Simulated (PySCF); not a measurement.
# CoFOH: relaxation and vibrations of the quartet

The task is one start of a wider search on CoFOH: the quartet, from a bent start. It is relaxed, tested by its Hessian and followed downhill if it is a saddle.

Computed with PySCF 2.14.0. Level: PBE0, basis Co def2-TZVP, F def2-TZVP, O def2-TZVP, H def2-TZVP, no relativity, density fitting.

### 1 The starting structure

4 atoms, charge 0, spin multiplicity 4.

Bond lengths: Co1–F2 1.750 Å, Co1–O3 1.740 Å, O3–H4 0.960 Å. Angles: F2–Co1–O3 110.0°, Co1–O3–H4 130.0°.

Coordinates in bohr (charge 0 multiplicity 4):
```
Co    0.0000    0.0000    0.0000
F     2.7089    0.0000    1.8969
O    -2.6934    0.0000    1.8859
H    -3.6487    1.3897    2.5549
```

### 2 First SCF at the start

One driver script runs all steps and calls PySCF; scf.py shows how it sets up the SCF of each step. The optimiser is the driver's own. After this first run the driver tries any further starts and a stability analysis.

scf.py reads:

```python
from pyscf import gto, scf, dft
mol = gto.M(atom='''
Co     0.000000     0.000000     0.000000
F      1.433500     0.000000     1.003800
O     -1.425300     0.000000     0.998000
H     -1.930800     0.735400     1.352000''',
    basis={'Co': 'def2-TZVP', 'F': 'def2-TZVP', 'O': 'def2-TZVP', 'H': 'def2-TZVP'},
    charge=0, spin=3)
mf = dft.UKS(mol, xc='PBE0')
mf.grids.atom_grid = (50, 194)
aux = {'Co': 'def2-universal-JKFIT', 'F': 'def2-universal-JKFIT', 'O': 'def2-universal-JKFIT', 'H': 'def2-universal-JKFIT'}
mf = mf.density_fit(auxbasis=aux)
mf.conv_tol = 1e-08
mf.diis_space = 10
mf.max_cycle = 60
mf.init_guess = 'minao'
mf.verbose = 4
mf.kernel()
```

Run with:

```sh
> OMP_NUM_THREADS=4 python axn.py task.json out
```

After this run come: Bent start, quartet: relaxation; Hessian and properties.

Q: Predict the outcome of this session. Wanted: minimum; geometry; wavenumbers; dipole moment; highest occupied, lowest empty level; polar-tensor charge of Co1; zero-point energy; atomisation energy; ⟨S²⟩.

The runs gave:

| quantity | value |
| --- | --- |
| minimum | quartet, Cs |
| geometry | Co–F 1.750 Å, Co–O 1.755 Å, O–H 0.957 Å; Co–O–H 125.1°, F–Co–O 173.7° |
| wavenumbers (cm⁻¹) | 129 (a''), 166 (a'), 597 (a'), 626 (a'), 764 (a'), 3922 (a') |
| dipole moment | 2.39 D |
| highest occupied, lowest empty level (either spin) | -8.26, -3.51 eV |
| polar-tensor charge of Co1 | +1.38 e |
| zero-point energy | 37.1 kJ/mol |
| entropy at 298.15 K | 290.6 J/(mol K) |
| atomisation energy (no zero-point energy) | 1273 kJ/mol |
| ⟨S²⟩ | 3.759 |

In words: The bent start (C1) ends in a minimum of Cs symmetry. The strongest infrared band lies at 764 cm⁻¹ (a'). Most of the spin sits on Co1 (Mulliken spin 2.81, against 3 for the whole molecule). Only this shape and spin were tried, so other structures or states may lie lower. One determinant may miss the lowest occupation of an open d or f shell.
